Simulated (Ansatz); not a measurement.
# CoAu4 (R-3m) in Ansatz: equation of state

How stiff is CoAu4 in PBEsol, and what volume does it want? The cell is scaled to several volumes.

Program: Ansatz 0.2.0. These are calculated values, not measurements. Logs are shortened: lines on timing, memory, paths and dates and some standing lists are left out, and cuts for length are marked.

## 1. The crystal as given

It takes space group R-3m (No. 166, trigonal). The conventional cell has a = 2.906 Å, b = 2.906 Å, c = 34.998 Å, α = 90.00°, β = 90.00°, γ = 120.00°. Au (site symmetry 3m) is surrounded by 3 Co at 2.69 Å and 9 Au at 2.91 to 3.00 Å. Au (site symmetry 3m) has 12 Au at 2.91 to 3.00 Å as nearest neighbours. Around Co (site symmetry -3m) lie 6 Au at 2.69 Å and 6 Co at 2.91 Å.

The cell comes from a database or a generator and needn't be the stable form of this composition.

## 2. Single point, PBEsol, collinear spin, ferromagnetic start, 16.03 Å³/atom (volume scaled by 0.94)

input.yaml reads:

```yaml
crystal:
  lattice:
    - [1.4231172562, 0.8216371309, 11.4279050314]
    - [-1.4231172562, 0.8216371309, 11.4279050314]
    - [0.0, -1.643274262, 11.4279050314]
  atoms:
    - { symbol: Au, position: [0.606668, 0.606668, 0.606668] }
    - { symbol: Au, position: [0.202283, 0.202283, 0.202283] }
    - { symbol: Au, position: [0.797717, 0.797717, 0.797717] }
    - { symbol: Au, position: [0.393332, 0.393332, 0.393332] }
    - { symbol: Co, position: [0.0, 0.0, 0.0], spin: 2.0 }
hamiltonian:
  xc: pbesol
  pseudopotentials: { kind: paw }
magnetization:
  spin_polarized: true
kpoints:
  mp_grid: { grid: [11, 11, 11] }
scf:
  occupations: { method: fermi_dirac, width: 0.05 }
output:
  forces: true
  stress: true
  eigenvalues: true
```

Potentials or basis: Ansatz PAW.

The run is started by

```console
$ ansatz run input.yaml --threads 2 --pin off --max-ram 5632MiB --backend cpu --events-out ev --progress --plain --runs-dir out
```

Standard output:

```text
Warning: RAYON_NUM_THREADS=2 ignored (pool sized by the plan → 2); use --threads N
basis.fft_grid_basis auto: the FFT boxes are laid along the combinations [[1, 0, -1], [0, 1, -1], [0, 0, 1]] of the cell's own vectors, 2.846, 2.846 and 11.545 Å long. The dense box has 20×20×80 points. Along the cell's own vectors, as sized, it would have 80×80×80, 16.00 times as many. Of the 12 symmetry operations that the crystal satisfies within crystal.symmetry.tolerance (time reversal apart; of a slab, those that keep its plane) the dense box along the cell's own vectors carries 12, and the one as laid loses 8 of those. basis.fft_grid_basis: typed keeps the cell's own vectors: state it where this run's energies or levels are differenced outside the engine with another run's, or held beside a run that keeps those vectors.
Engine: ansatz 0.2.0, aarch64-unknown-linux-gnu
Pseudopotentials: kind: paw
Pseudopotential: Au, paw, valence charge 19, recommended cutoff 420 eV (normal), Au.paw.azcp
Pseudopotential: Co, paw, valence charge 17, recommended cutoff 420 eV (normal), Co.paw.azcp
Functional definition: PBEsol
  exchange = pbesol_x
  correlation = pbesol_c
Crystal: 5 atoms, lattice volume = 80.175 Å³
Basis set: ecut = 420 eV, 1581 PW (Γ), FFT grids on a1−a3, a2−a3, a3, exchange–correlation on 40×40×160 points (8 copies of the dense FFT grid, shifted against one another)
Bands: 57, of which v1, the nominal top of the filled ones, is band 47 counted from 1 (46 counted from 0)
Symmetry: 12 space group operations
Space group: R-3m (ITA 166), of the structure as read, at distance tolerance 4.3e-5 Å
Magnetic group: BNS 166.97 (UNI 1327), of the structure as read, at distance tolerance 4.3e-5 Å
k-points: 146 of 1331
Non-local potential: Au, projectors of the file, l = 0: 3, l = 1: 2, l = 2: 2, l = 3: 1
Non-local potential: Co, projectors of the file, l = 0: 3, l = 1: 2, l = 2: 3, l = 3: 1
PAW form: soft (Blöchl's): semilocal exchange-correlation on the pseudo side does not see the compensation charge
PAW frozen core: Au, regenerated for the run's functional, and the local potential with it (the file was generated under x = pbe(κ = 0.804, μ = 0.2195149727645171), c = pbe(β = 0.06672455060314922))
PAW frozen core: Co, regenerated for the run's functional, and the local potential with it (the file was generated under x = pbe(κ = 0.804, μ = 0.2195149727645171), c = pbe(β = 0.06672455060314922))
PAW one-centre angular grid: Au, 590 points (default); XC on 64 Gauss nodes
PAW one-centre angular grid: Co, 590 points (default); XC on 64 Gauss nodes
Initial density: superposition of atomic densities (chi_scale 0.1, normalization cell, long waves of neutral atoms (reshape's long-wave potential 2.52 eV rms, cloud 2.62 Å wide))
Starting moments: Σ|m| = 2 μB on 1 of 5 sites
Initial wavefunctions: pseudopotential atomic-orbital guess
Functional: x = pbesol(κ = 0.804, μ = 0.12345679012345678), c = pbesol(β = 0.046)
SCF iter   1: F=—  HF=-57124.765947 eV  |F-HF|=—  |Δ(HF+E_count)|=         —  Δρ=2.15e-1 (↑7.81e-2 ↓2.15e-1)  dr2=1.71e2  dr2_m=5.88e0  M=0.210 μB ∫|m|=0.271 μB  β_m=0.30  ethr=3.10e-3  ⟨swp⟩=6.5  Hψ=58554  notcnv=0  defer=58
Mixer restart at iter 1: flushing history
preconditioner: auto → Kerker (q_TF=auto, 2.797 Å⁻¹)  [metal: Δε(μ)=0.001 eV  Ē_g=9.286 eV  σ=0.050 eV  W_gap=0.00  n_scr=34 (ndim 8)  ℏωp=30.2 eV  f_vac=0.000  D(μ)=4.58/eV (n_scr^D=52)]
spin=Collinear: Kerker preconditioning applied to the charge; magnetization (m = ρ↑ − ρ↓) channel mixes plain (no charge-response kernel on spin).
SCF iter   2: F=—  HF=-57124.927300 eV  |F-HF|=—  |Δ(HF+E_count)|=   1.61e-1  Δρ=6.84e-2 (↑4.84e-2 ↓6.84e-2)  dr2=5.09e1  dr2_m=9.36e-1  M=0.663 μB ∫|m|=0.796 μB  β_m=0.37  ethr=3.10e-3  ⟨swp⟩=3.3  Hψ=36728  notcnv=0  defer=895
SCF iter   3: F=—  HF=-57122.046082 eV  |F-HF|=—  |Δ(HF+E_count)|=    2.88e0  Δρ=3.77e-2 (↑2.20e-2 ↓3.77e-2)  dr2=2.68e1  dr2_m=1.17e-1  M=0.736 μB ∫|m|=0.910 μB  β_m=0.39  ethr=3.10e-3  ⟨swp⟩=2.6  Hψ=28486  notcnv=0  defer=994
SCF iter   4: F=—  HF=-57120.156191 eV  |F-HF|=—  |Δ(HF+E_count)|=    1.89e0  Δρ=4.25e-2 (↑2.02e-2 ↓4.25e-2)  dr2=3.77e0  dr2_m=4.92e-1  M=1.254 μB ∫|m|=1.427 μB  β_m=0.46  ethr=3.10e-3  ⟨swp⟩=3.0  Hψ=25254  notcnv=0  defer=941
SCF iter   5: F=—  HF=-57120.512608 eV  |F-HF|=—  |Δ(HF+E_count)|=   3.56e-1  Δρ=4.13e-2 (↑1.02e-2 ↓4.13e-2)  dr2=8.20e-1  dr2_m=4.07e-1  M=1.636 μB ∫|m|=1.893 μB  β_m=0.79  ethr=3.10e-3  ⟨swp⟩=2.1  Hψ=22412  notcnv=0  defer=880
SCF iter   6: F=—  HF=-57120.703957 eV  |F-HF|=—  |Δ(HF+E_count)|=   1.91e-1  Δρ=9.06e-3 (↑9.06e-3 ↓6.62e-3)  dr2=1.30e-1  dr2_m=1.65e-3  M=1.743 μB ∫|m|=2.050 μB  β_m=0.89  ethr=8.82e-4  ⟨swp⟩=2.7  Hψ=32795  notcnv=0  defer=870
SCF iter   7: F=—  HF=-57120.721776 eV  |F-HF|=—  |Δ(HF+E_count)|=   1.78e-2  Δρ=8.59e-3 (↑2.11e-3 ↓8.59e-3)  dr2=1.57e-1  dr2_m=9.41e-3  M=1.706 μB ∫|m|=2.023 μB  β_m=0.89  ethr=1.40e-4  ⟨swp⟩=2.1  Hψ=33982  notcnv=0  defer=841
SCF iter   8: F=—  HF=-57120.717281 eV  |F-HF|=—  |Δ(HF+E_count)|=   4.49e-3  Δρ=3.20e-3 (↑6.60e-4 ↓3.20e-3)  dr2=1.78e-2  dr2_m=1.41e-3  M=1.738 μB ∫|m|=2.054 μB  β_m=0.84  ethr=1.40e-4  ⟨swp⟩=2.0  Hψ=18193  notcnv=0  defer=841
SCF iter   9: F=—  HF=-57120.716438 eV  |F-HF|=—  |Δ(HF+E_count)|=   8.42e-4  Δρ=7.34e-4 (↑3.29e-4 ↓7.34e-4)  dr2=2.02e-3  dr2_m=1.51e-4  M=1.748 μB ∫|m|=2.064 μB  β_m=0.92  ethr=1.91e-5  ⟨swp⟩=1.4  Hψ=18986  notcnv=0  defer=841
SCF iter  10: F=—  HF=-57120.716278 eV  |F-HF|=—  |Δ(HF+E_count)|=   1.60e-4  Δρ=2.38e-4 (↑1.06e-4 ↓2.38e-4)  dr2=1.69e-4  dr2_m=4.39e-6  M=1.753 μB ∫|m|=2.067 μB  β_m=0.93  ethr=2.18e-6  ⟨swp⟩=1.0  Hψ=17133  notcnv=0  defer=838
SCF iter  11: F=—  HF=-57120.716273 eV  |F-HF|=—  |Δ(HF+E_count)|=   4.79e-6  Δρ=3.67e-5 (↑3.20e-5 ↓3.67e-5)  dr2=6.45e-6  dr2_m=3.65e-7  M=1.755 μB ∫|m|=2.069 μB  β_m=0.97  ethr=1.82e-7  ⟨swp⟩=2.0  Hψ=18155  notcnv=0  defer=838
SCF iter  12: F=—  HF=-57120.716274 eV  |F-HF|=—  |Δ(HF+E_count)|=   9.24e-7  Δρ=5.53e-5 (↑2.50e-5 ↓5.53e-5)  dr2=5.84e-6  dr2_m=2.10e-7  M=1.754 μB ∫|m|=2.068 μB  β_m=0.86  ethr=6.94e-9  ⟨swp⟩=2.1  Hψ=27966  notcnv=0  defer=838
SCF iter  13: F=—  HF=-57120.716274 eV  |F-HF|=—  |Δ(HF+E_count)|=   4.75e-7  Δρ=1.66e-5 (↑4.62e-6 ↓1.66e-5)  dr2=4.31e-7  dr2_m=3.25e-8  M=1.755 μB ∫|m|=2.068 μB  β_m=0.93  ethr=6.28e-9  ⟨swp⟩=2.0  Hψ=18464  notcnv=0  defer=838
SCF iter  14: F=—  HF=-57120.716274 eV  |F-HF|=—  |Δ(HF+E_count)|=   2.31e-9  Δρ=3.74e-6 (↑1.02e-6 ↓3.74e-6)  dr2=1.65e-8  dr2_m=2.50e-9  M=1.755 μB ∫|m|=2.068 μB  β_m=0.96  ethr=4.64e-10  ⟨swp⟩=2.0  Hψ=17893  notcnv=0  defer=838
SCF iter  15: F=-57120.716274 eV  HF=-57120.716274 eV  |F-HF|=3.35e-9  |Δ(HF+E_count)|=  8.15e-10  Δρ=1.37e-6 (↑2.45e-7 ↓1.37e-6)  dr2=3.73e-9  dr2_m=2.92e-10  M=1.755 μB ∫|m|=2.068 μB  ethr=1.78e-11  ⟨swp⟩=9.2  Hψ=68390  notcnv=0
SCF 1 converged in 15 iterations: F = -57120.716274 eV  dr2 = 3.73e-9
SCF converged after 15 iterations
Magnetization: 1.7547 μB (47.3773 up, 45.6227 down)
Absolute magnetization: 2.0714 μB (∫|ρ↑−ρ↓|, with the PAW one-centre terms)
Spin contamination: 0.1471 ħ² per cell (⟨S²⟩ above its minimum at these occupations)
Per-site moments (μB) at R_I (Å): [(0.020995222066962825, 1.0860197874640398), (-0.009815055622622214, 1.1740717363729982), (-0.009815055622622249, 1.1740717363729982), (0.020995222066962648, 1.0860197874640392), (1.8340566742003146, 1.0860197874640392)]
Free energy (F): -57120.716274 eV
Harris-Foulkes:  -57120.716274 eV  (|F-HF|=3.35e-9)
Internal energy: -57120.687208 eV  (E = F + TS)
E sigma→0 (E₀):  -57120.701741 eV
Entropy (-TS):   -0.029066 eV (-5.813 meV/atom)
Fermi energy:    19.910045 eV
--- Per-component energies (eV) ---
  E_band       = -1109.275976
  E_kinetic    = 2867.977366
  E_local      = -10048.400184  (includes V_loc(G=0)·N_el)
  E_nonlocal   = 770.189082
  E_hartree    = 4272.946958
  E_xc         = -1062.866790
  E_vxc        = -1301.335350  (∫ρ·V_xc dr)
  E_paw        = -39746.824610  (= ΣΔE_a)
  E_vpaw       = -1943.603894  (= ΣTr[D̂ρ^β])
  E_aug_tail   = 0.005685  (compensation charges beyond the density's cutoff)
  E_ewald      = -14175.141051
  E_core_change = 1.426336  (= ΣΔE_core)
  E_smearing   = -0.029066  (= −TS)
  E_closure    = 0.000000  (closes the sum)
  Σ components = -57120.716274   (vs F -57120.716274, Δ=0.00e0)
--- Forces (eV/Å), atoms counted from 1 ---
  atom   1  Au    -0.00000000     0.00000000    -0.12720130
  atom   2  Au    -0.00000000     0.00000000    -0.02267899
  atom   3  Au     0.00000000    -0.00000000     0.02267899
  atom   4  Au     0.00000000    -0.00000000     0.12720130
  atom   5  Co    -0.00000000     0.00000000    -0.00000000
  max |Σ_I F_I| component: 1.45e-19 eV/Å
--- Stress (GPa, compression-positive) ---
       -1.551266       0.000000      -0.000000
        0.000000      -1.551266      -0.000000
       -0.000000      -0.000000      -1.007040
  P = ⅓ Tr σ = -1.3699 GPa (-13.699 kbar)
--- Band table (eV; the first three rows and the last of 292) ---
  k-point 0 ↑: bands = ["-85.8276", "-85.8276", "-85.5447", "-85.5404", "-75.7755", "-39.2755", "-39.1191", "-39.1191", "-37.2640", "-37.2560", "-37.1158", "-37.1158", "-37.1155", "-37.1155", "-36.9802", "-36.8911", "-36.8598", "-36.8598", "-36.8478", "-36.8478", "10.0479", "11.0527", "11.4928", "12.3613", "13.4851", "14.7917", "14.9175", "15.1059", "15.1059", "15.2002", "15.2002", "15.4179", "15.4179", "15.4260", "15.4260", "16.3664", "16.3664", "16.7007", "16.7007", "16.8946", "16.9467", "16.9467", "17.6589", "17.6589", "17.6658", "17.7297", "17.9235", "17.9235", "18.4316", "18.4316", "25.0990", "26.4722", "33.2012", "33.2410", "34.4033", "34.6874", "35.3774"]
  k-point 1 ↑: bands = ["-85.8268", "-85.8268", "-85.5439", "-85.5397", "-75.7750", "-39.2748", "-39.1236", "-39.1202", "-37.2614", "-37.2543", "-37.1317", "-37.1315", "-37.1198", "-37.1195", "-36.9775", "-36.8931", "-36.8734", "-36.8641", "-36.8632", "-36.8514", "10.3137", "11.3066", "11.7471", "12.5996", "13.6025", "14.7011", "14.8437", "15.0070", "15.1017", "15.2641", "15.3404", "15.3716", "15.3725", "15.5677", "15.5854", "16.1708", "16.2576", "16.3604", "16.5331", "16.5363", "16.8666", "17.0555", "17.3951", "17.4425", "17.5952", "17.9156", "17.9780", "18.4639", "18.8914", "19.0714", "25.2228", "26.6158", "33.2785", "33.6009", "34.4500", "34.7415", "35.1846"]
  k-point 2 ↑: bands = ["-85.8247", "-85.8247", "-85.5415", "-85.5378", "-75.7738", "-39.2728", "-39.1356", "-39.1233", "-37.2545", "-37.2499", "-37.1746", "-37.1737", "-37.1305", "-37.1301", "-36.9712", "-36.9215", "-36.9032", "-36.8871", "-36.8756", "-36.8613", "11.0605", "11.9688", "12.4002", "13.1838", "13.8480", "14.4238", "14.7116", "14.7982", "14.8918", "15.0916", "15.3375", "15.4304", "15.6543", "15.8372", "15.8462", "15.9173", "16.0084", "16.2425", "16.3589", "16.5782", "16.6508", "17.1020", "17.4740", "17.5215", "17.5625", "18.0070", "18.1235", "18.5198", "19.9285", "20.2667", "25.5552", "27.1344", "31.7054", "32.6850", "33.6653", "33.8296", "34.5095"]
  k-point 145 ↓: bands = ["-85.8079", "-85.8078", "-85.5463", "-85.5421", "-73.6441", "-37.3070", "-37.2298", "-37.1233", "-37.1195", "-37.1108", "-37.1019", "-37.0810", "-37.0393", "-37.0355", "-36.9759", "-36.8944", "-36.8766", "-36.8674", "-36.8665", "-36.8548", "10.5447", "10.7372", "12.1741", "12.5285", "13.7309", "14.8420", "15.0481", "15.0685", "15.1387", "15.2213", "15.3170", "15.3696", "15.3912", "15.4570", "15.5536", "15.5874", "16.3159", "16.4429", "16.6690", "16.7132", "17.0747", "17.1692", "17.4983", "17.6304", "18.8511", "19.3116", "19.5803", "19.6155", "20.2374", "20.8227", "23.5939", "29.4694", "30.3939", "34.3540", "34.6592", "34.9185", "35.3913"]
```

It took 64 s on 2 threads of Arm Neoverse V1, shared host; peak memory 1 GiB.

What came out:

- Free energy: -57120.7163 eV
- Pressure: -1.4 GPa
- Largest force: 0.127 eV/Å
- Band gap on the k mesh: none (metal or under the smearing width)
- Net moment: 1.75 μB per cell
- Absolute moment: 2.07 μB per cell
- Site moments: Au +0.02, -0.01; Co +1.83 μB

Caveat: the PAW data sets come from PBE, with cores solved anew for the run's functional, which leaves a small shift of forces and pressure.

## 3. Single point, PBEsol, collinear spin, ferromagnetic start, 16.38 Å³/atom (volume scaled by 0.96)

Changes to input.yaml since step 2:

```diff
@@ -2,5 +2,5 @@
   lattice:
-    - [1.4231172562, 0.8216371309, 11.4279050314]
-    - [-1.4231172562, 0.8216371309, 11.4279050314]
-    - [0.0, -1.643274262, 11.4279050314]
+    - [1.433139539, 0.8274234986, 11.5083858875]
+    - [-1.433139539, 0.8274234986, 11.5083858875]
+    - [0.0, -1.6548469972, 11.5083858875]
   atoms:
```

Potentials or basis: Ansatz PAW.

The run is started by

```console
$ ansatz run input.yaml --threads 2 --pin off --max-ram 5632MiB --backend cpu --events-out ev --progress --plain --runs-dir out
```

It took 69 s on 2 threads of Arm Neoverse V1, shared host; peak memory 1 GiB.

The run converged. Its results:

```yaml
Free_energy: -57120.6834 eV
Pressure: -4.7 GPa
Largest_force: 0.086 eV/Å
Band_gap_on_the_k_mesh: none (metal or under the smearing width)
Net_moment: 1.77 μB per cell
Absolute_moment: 2.10 μB per cell
Site_moments: Au +0.02, -0.01; Co +1.86 μB
```

Caveat: the PAW data sets come from PBE, with cores solved anew for the run's functional, which leaves a small shift of forces and pressure.

## 4. Single point, PBEsol, collinear spin, ferromagnetic start, 16.72 Å³/atom (volume scaled by 0.98)

Changes to input.yaml since step 3:

```diff
@@ -2,5 +2,5 @@
   lattice:
-    - [1.433139539, 0.8274234986, 11.5083858875]
-    - [-1.433139539, 0.8274234986, 11.5083858875]
-    - [0.0, -1.6548469972, 11.5083858875]
+    - [1.4430235723, 0.8331300479, 11.5877565742]
+    - [-1.4430235723, 0.8331300479, 11.5877565742]
+    - [0.0, -1.6662600958, 11.5877565742]
   atoms:
@@ -24 +24,5 @@
   eigenvalues: true
+  write_density: true
+  write_potential: true
+  elf: true
+  volumetric_format: npy
```

The run is started by

```console
$ ansatz run input.yaml --threads 2 --pin off --max-ram 5632MiB --backend cpu --events-out ev --progress --plain --runs-dir out
```

It took 76 s on 2 threads of Arm Neoverse V1, shared host; peak memory 1.1 GiB.

The run converged. Its results:

| Quantity | Value |
| --- | --- |
| Free energy | -57120.6171 eV |
| Pressure | -7.6 GPa |
| Largest force | 0.047 eV/Å |
| Band gap on the k mesh | none (metal or under the smearing width) |
| Net moment | 1.79 μB per cell |
| Absolute moment | 2.12 μB per cell |
| Site moments | Au +0.02, -0.01; Co +1.88 μB |

Caveat: the PAW data sets come from PBE, with cores solved anew for the run's functional, which leaves a small shift of forces and pressure.

## 5. Single point, PBEsol, collinear spin, ferromagnetic start, 17.06 Å³/atom

Changes to input.yaml since step 4:

```diff
@@ -2,5 +2,5 @@
   lattice:
-    - [1.4430235723, 0.8331300479, 11.5877565742]
-    - [-1.4430235723, 0.8331300479, 11.5877565742]
-    - [0.0, -1.6662600958, 11.5877565742]
+    - [1.4527740273, 0.8387594757, 11.6660546018]
+    - [-1.4527740273, 0.8387594757, 11.6660546018]
+    - [0.0, -1.6775189515, 11.6660546018]
   atoms:
```

The run is started by

```console
$ ansatz run input.yaml --threads 2 --pin off --max-ram 5632MiB --backend cpu --events-out ev --progress --plain --runs-dir out
```

It took 78 s on 2 threads of Arm Neoverse V1, shared host; peak memory 1.1 GiB.

Results (log left out):

```
Free energy            : -57120.5220 eV
Pressure               : -10.2 GPa
Largest force          : 0.016 eV/Å
Band gap on the k mesh : none (metal or under the smearing width)
Net moment             : 1.81 μB per cell
Absolute moment        : 2.15 μB per cell
Site moments           : Au +0.01, -0.01; Co +1.91 μB
```

Caveat: the PAW data sets come from PBE, with cores solved anew for the run's functional, which leaves a small shift of forces and pressure.

[end of part 1 of 2]
